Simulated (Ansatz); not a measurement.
# LuP: squeezing one contact

How do energy and force answer when the Lu1–P2 bond of LuP is squeezed or stretched? Methods of the runs shown: PAW. Its runs: shortest bond scaled by 1 (PAW); shortest bond scaled by 1.1 (PAW); shortest bond scaled by 0.94 (PAW); shortest bond scaled by 0.88 (PAW); shortest bond scaled by 0.7 (PAW and PAW (level accurate)).

Computed with Ansatz 0.2.0 (DFT PBEsol, with the methods named in each step, unless a step's input says otherwise).

### Step 1. The system as given

It takes space group Fm-3m (No. 225, cubic). Conventional cell: a = 5.524 Å, b = 5.524 Å, c = 5.524 Å, α = 90.00°, β = 90.00°, γ = 90.00°. Lu (site symmetry m-3m) is surrounded by 6 P at 2.76 Å. Around P (site symmetry m-3m) lie 6 Lu at 2.76 Å.

Coordinates:

```
Lu P
1.0
     0.00000    2.76186    2.76186
     2.76186    0.00000    2.76186
     2.76186    2.76186    0.00000
Lu P
1 1
Direct
  0.00000 0.00000 0.00000
  0.50000 0.50000 0.50000
```

Atoms are numbered in the order of the input: Lu1, P2.

### Step 2. Shortest bond scaled by 1, PAW

Contents of input.yaml:

```yaml
crystal:
  lattice:
    - [0.0, 2.7618574834, 2.7618574834]
    - [2.7618574834, 0.0, 2.7618574834]
    - [2.7618574834, 2.7618574834, 0.0]
  atoms:
    - { symbol: Lu, position: [0.0, 0.0, 0.0] }
    - { symbol: P, position: [0.5, 0.5, 0.5] }
kpoints:
  mp_grid: { grid: [9, 9, 9] }
scf:
  occupations: { method: fermi_dirac, width: 0.05 }
hamiltonian:
  xc: pbesol
  pseudopotentials: { kind: paw }
output:
  forces: true
  stress: true
  eigenvalues: true
  populations: true
```

On the command line:

```sh
$ ansatz run input.yaml --threads 1 --pin off --max-ram 2048MiB --backend cpu --events-out ev --progress --plain --runs-dir out
```

### Step 3. Shortest bond scaled by 1.1, PAW

input.yaml, as its differences from that of step 2:

```diff
@@ -6,4 +6,4 @@
   atoms:
-    - { symbol: Lu, position: [0.0, 0.0, 0.0] }
-    - { symbol: P, position: [0.5, 0.5, 0.5] }
+    - { symbol: Lu, position: [0.025, 0.025, -0.025] }
+    - { symbol: P, position: [0.475, 0.475, 0.525] }
 kpoints:
@@ -20 +20,5 @@
   populations: true
+  write_density: true
+  write_potential: true
+  elf: true
+  volumetric_format: npy
```

### Step 4. Shortest bond scaled by 0.94, PAW

input.yaml, as its differences from that of step 3:

```diff
@@ -6,4 +6,4 @@
   atoms:
-    - { symbol: Lu, position: [0.025, 0.025, -0.025] }
-    - { symbol: P, position: [0.475, 0.475, 0.525] }
+    - { symbol: Lu, position: [-0.015, -0.015, 0.015] }
+    - { symbol: P, position: [0.515, 0.515, 0.485] }
 kpoints:
@@ -20,5 +20 @@
   populations: true
-  write_density: true
-  write_potential: true
-  elf: true
-  volumetric_format: npy
```

### Step 5. Shortest bond scaled by 0.88, PAW

input.yaml, as its differences from that of step 4:

```diff
@@ -6,4 +6,4 @@
   atoms:
-    - { symbol: Lu, position: [-0.015, -0.015, 0.015] }
-    - { symbol: P, position: [0.515, 0.515, 0.485] }
+    - { symbol: Lu, position: [-0.03, -0.03, 0.03] }
+    - { symbol: P, position: [0.53, 0.53, 0.47] }
 kpoints:
```

### Step 6. Shortest bond scaled by 0.7, PAW

input.yaml, as its differences from that of step 5:

```diff
@@ -6,4 +6,4 @@
   atoms:
-    - { symbol: Lu, position: [-0.03, -0.03, 0.03] }
-    - { symbol: P, position: [0.53, 0.53, 0.47] }
+    - { symbol: Lu, position: [-0.075, -0.075, 0.075] }
+    - { symbol: P, position: [0.575, 0.575, 0.425] }
 kpoints:
```

### Step 7. Shortest bond scaled by 0.7, PAW (level accurate)

input.yaml, as its differences from that of step 6:

```diff
@@ -14,3 +14,3 @@
   xc: pbesol
-  pseudopotentials: { kind: paw }
+  pseudopotentials: { kind: paw, level: accurate }
 output:
@@ -19,2 +19 @@
   eigenvalues: true
-  populations: true
```

(Steps that only read results are left out.)

Q: Predict the outcome of this session.

**Answer**, as computed:

```
                                                               quantity       value
                 force along the bond, positive apart, at 1.933 Å (PAW)  17.37 eV/Å
force along the bond, positive apart, at 1.933 Å (PAW (level accurate))  17.32 eV/Å
                                   length at zero force (straight line)      2.76 Å
```

At 1.93 Å the force along the bond is 17.37 eV/Å by PAW, and the energy stands 4.38 eV over the given length. A straight line between 2.76 and 3.04 Å puts zero force near 2.76 Å, a rough figure over so wide a step. There symmetry makes it vanish whatever the lattice constant, so this is no computed equilibrium length. With two atoms in the cell whole sublattices move, so the other contacts between the two sublattices change too; at scales over 1 some of them become the shortest. Spin-orbit coupling is left out, though the cell holds Lu; in elements this heavy it can shift bands and gaps by tenths of an eV.
